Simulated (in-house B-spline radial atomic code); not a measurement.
**Ni⁵⁺: density, ELF and screening along the radius**

Aim: the shell structure of Ni⁵⁺ in the radial density, the electron localisation function and the screened nuclear charge, under several settings.

Method: several methods, spin-polarised, as named in each step; spherical all-electron atom at the radial basis limit. Code: in-house B-spline radial atomic code version 1.

### 1 What is computed

| Quantity | Value |
| --- | --- |
| element | nickel (Z = 28) |
| charge | +5 |
| electrons | 23 |
| configuration | [Ar] 3d5 |
| nucleus | point (non-relativistic runs) or finite (X2C runs) |

Outer shells as boxes (Hund's rule):

[Ar] 3d5
```
[Ar] core
3d [↑ ][↑ ][↑ ][↑ ][↑ ]
```

Where spins are not typed, each open shell is filled with up spins first.

### 2 ωB97X, non-rel.

The run's settings:

```ini
Z = 28
electrons = 23.0
configuration = [Ar] 3d5
hamiltonian = nr
method = wb97x
spin_polarised = True
```

Run with:

```bash
> python run_scf.py task.json out
```

The settings of every run stand in task.json; they run in order.

### 3 revTPSS, non-rel.

The run's settings:

```ini
Z = 28
electrons = 23.0
configuration = [Ar] 3d5
hamiltonian = nr
method = revtpss,revtpss
spin_polarised = True
```

### 4 LDA (VWN5), X2C

The run's settings:

```ini
Z = 28
electrons = 23.0
configuration = [Ar] 3d5
hamiltonian = x2c
method = lda,vwn
spin_polarised = True
nucleus = fermi
rms_radius = 3.7757
mass_number = 58
atomic_mass = 57.93534165
speed_of_light = 137.035999084
```

### 5 PBE, X2C

Changes to the settings of step 4:

```diff
@@ -4,3 +4,3 @@
 hamiltonian = x2c
-method = lda,vwn
+method = pbe,pbe
 spin_polarised = True
```

How large is the system in each run, where do the shell borders lie, and what is the highest level?

As calculated:

| run | total energy (hartree) | highest level (eV) | radius holding 50 / 90 / 99 % (bohr) | radius at n = 0.001 (bohr) | ELF minima on the full grid (bohr) |
| --- | --- | --- | --- | --- | --- |
| ωB97X, non-rel. | -1501.2285 | -101.09 | 0.447 / 1.03 / 1.60 | 2.24 | 0.082, 0.40 |
| revTPSS, non-rel. | -1500.7673 | -95.286 | 0.447 / 1.03 / 1.61 | 2.26 | 0.082, 0.40 |
| LDA (VWN5), X2C | -1510.6308 | -95.099 | 0.445 / 1.03 / 1.62 | 2.27 | 0.082, 0.40 |
| PBE, X2C | -1513.2091 | -94.911 | 0.445 / 1.03 / 1.62 | 2.27 | 0.082, 0.40 |

**Reading.** In the first run ELF has 2 minima on the grid, which mark the borders between shells. On the record's full grid the screened charge (r times the electrostatic potential) falls from 27.9 near the nucleus to 5.00 at 2.7 bohr; far out it tends to the net charge, 5. The grid is coarse (about 19 % a step), so the places of minima are rough. For X2C runs ELF uses the non-relativistic kinetic energy density, and the fields carry no picture-change correction.
